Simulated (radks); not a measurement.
**Ag inside a hard spherical wall**

Aim: energy, levels and pressure of Ag as a wall, at which all orbitals vanish, closes in. The configuration stays [Kr] 4d10 5s1.

Method: scalar-relativistic Kohn-Sham, r2SCAN, spin-unpolarised, spherical densities, finite nucleus. Code: radks (a radial shooting solver on a logarithmic mesh, Libxc functionals) version 1.

## 1. What is computed

- element: silver (Z = 47)
- charge: 0
- electrons: 47
- configuration: [Kr] 4d10 5s1
- nuclear rms radius: 4.5454 fm

Outer shells as boxes (Hund's rule):

Ag
```
[Kr] core
4d [↑↓][↑↓][↑↓][↑↓][↑↓]
5s [↑ ]
```

## 2. The free atom

The run's settings:

```text
Z 47
configuration [Kr] 4d10 5s1 5p0 6s0 4f0
relativity scalar-relativistic
functional r2scan,r2scan
spin unpolarised
nucleus finite rms 4.5454 fm
c 137.035999084
```

## 3. Wall at 20 bohr

Settings, as their differences from step 2:

```diff
@@ -6,2 +6,3 @@
 nucleus finite rms 4.5454 fm
+wall 20 bohr
 c 137.035999084
```

## 4. Wall at 15 bohr

Settings, as their differences from step 3:

```diff
@@ -6,3 +6,3 @@
 nucleus finite rms 4.5454 fm
-wall 20 bohr
+wall 15 bohr
 c 137.035999084
```

## 5. Wall at 10 bohr

Settings, as their differences from step 4:

```diff
@@ -6,3 +6,3 @@
 nucleus finite rms 4.5454 fm
-wall 15 bohr
+wall 10 bohr
 c 137.035999084
```

## 6. Wall at 7 bohr

Settings, as their differences from step 5:

```diff
@@ -6,3 +6,3 @@
 nucleus finite rms 4.5454 fm
-wall 10 bohr
+wall 7 bohr
 c 137.035999084
```

## 7. Wall at 6 bohr

Settings, as their differences from step 6:

```diff
@@ -6,3 +6,3 @@
 nucleus finite rms 4.5454 fm
-wall 7 bohr
+wall 6 bohr
 c 137.035999084
```

## 8. Wall at 4 bohr

Settings, as their differences from step 7:

```diff
@@ -6,3 +6,3 @@
 nucleus finite rms 4.5454 fm
-wall 6 bohr
+wall 4 bohr
 c 137.035999084
```

## 9. Wall at 3.5 bohr

Settings, as their differences from step 8:

```diff
@@ -6,3 +6,3 @@
 nucleus finite rms 4.5454 fm
-wall 4 bohr
+wall 3.5 bohr
 c 137.035999084
```

## 10. Wall at 1.5 bohr

Settings, as their differences from step 9:

```diff
@@ -6,3 +6,3 @@
 nucleus finite rms 4.5454 fm
-wall 3.5 bohr
+wall 1.5 bohr
 c 137.035999084
```

Q: Predict the outcome of this session. Wanted: for each run, R; E − E(free); ε(5s); ε(5p, empty); ε(6s, empty); ε(4f, empty); pressure.

As calculated:

| R (bohr) | E − E(free) (eV) | ε(5s) (eV) | ε(5p, empty) (eV) | ε(6s, empty) (eV) | ε(4f, empty) (eV) | pressure (GPa) |
| --- | --- | --- | --- | --- | --- | --- |
| free | 0.000 | -4.292 | - | - | - | 0 |
| 20 | 0.000 | -4.292 | -0.370 | - | - | < 0.0001 |
| 15 | 0.000 | -4.292 | -0.359 | 1.085 | 3.381 | < 0.0001 |
| 10 | 0.007 | -4.270 | -0.183 | 2.754 | 6.186 | 0.00664 |
| 7 | 0.190 | -3.929 | 0.822 | 8.039 | 11.218 | 0.370 |
| 6 | 0.589 | -3.380 | 1.973 | 13.027 | 14.780 | 1.63 |
| 4 | 7.433 | 2.539 | 11.141 | 45.556 | 30.439 | 57.3 |
| 3.5 | 15.717 | 7.974 | 18.540 | 68.316 | 38.296 | 173 |
| 1.5 | 1077.5 | 319.35 | 357.79 | 795.72 | 195.46 | 122150 |

At the tightest wall, 1.5 bohr, the energy stands 1077.5 eV above the free atom and the pressure, −dE/dV, is 122150 GPa. Of the levels in the table that exist at both ends, 5s rises most from the free atom (323.64 eV). From R = 4 bohr inwards the highest occupied level lies above zero, pushed up by confinement. Shells are not refilled when levels cross, and a hard wall is a model, not a crystal.
